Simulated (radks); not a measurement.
**Ionisation of Pr: one atom, several choices of relativity**

One table from this session's results is given with a row withheld; the runs are named, their logs left out.

Program: radks (a radial shooting solver on a logarithmic mesh, Libxc functionals) version 1. Level of theory: Kohn-Sham, PBE, spin-unpolarised, spherical densities. These are calculated values, not measurements, unless marked.

### The atom as given

- element: praseodymium (Z = 59)
- charge: 0
- electrons: 59
- configuration: [Xe] 4f3 6s2
- ion: Pr⁺, [Xe] 4f3 6s1
- choices: non-relativistic; scalar-relativistic; Dirac, 2j+1 shares; Dirac, low j first; scalar-relativistic, finite nucleus; Dirac, 2j+1 shares, finite nucleus; Dirac, c × 10; Dirac, c × 1.5; Dirac, c × 1.25

The first run:

The run's settings:

```text
Z 59
configuration [Xe] 4f3 6s2 5d0 6p0
relativity non-relativistic
functional pbe,pbe
spin unpolarised
nucleus point
```

Steps of the session up to this table: non-relativistic: Pr.

One of the session's tables, all rows but one given; the rest of the session is left out.

It belongs to the step «non-relativistic: Pr». Sizes of the orbitals, from the radial functions (bohr):

```
level     <r>  outermost maximum (interpolated)  90 % within  nodes
   4p  0.6737                             0.618        0.979      2
   4d  0.7256                             0.635         1.09      1
   5s   1.590                              1.43         2.29      4
   5p   1.801                              1.57         2.64      3
   4f   1.089                             0.674         1.91      0
   6s   4.726                              4.09         6.93      5
   5d       ?                                 ?            ?      ?
   6p   6.169                              5.15         9.20      4
```

Q: Estimate the row for 5d from the others.

**Answer.** <r>: 3.144; outermost maximum (interpolated): 2.20; 90 % within: 5.15; nodes: 2. In the column «<r>» it lies between 5p (1.801) and 6s (4.726).

To keep in mind: Spin polarisation and multiplet splitting of open shells are left out at every level.
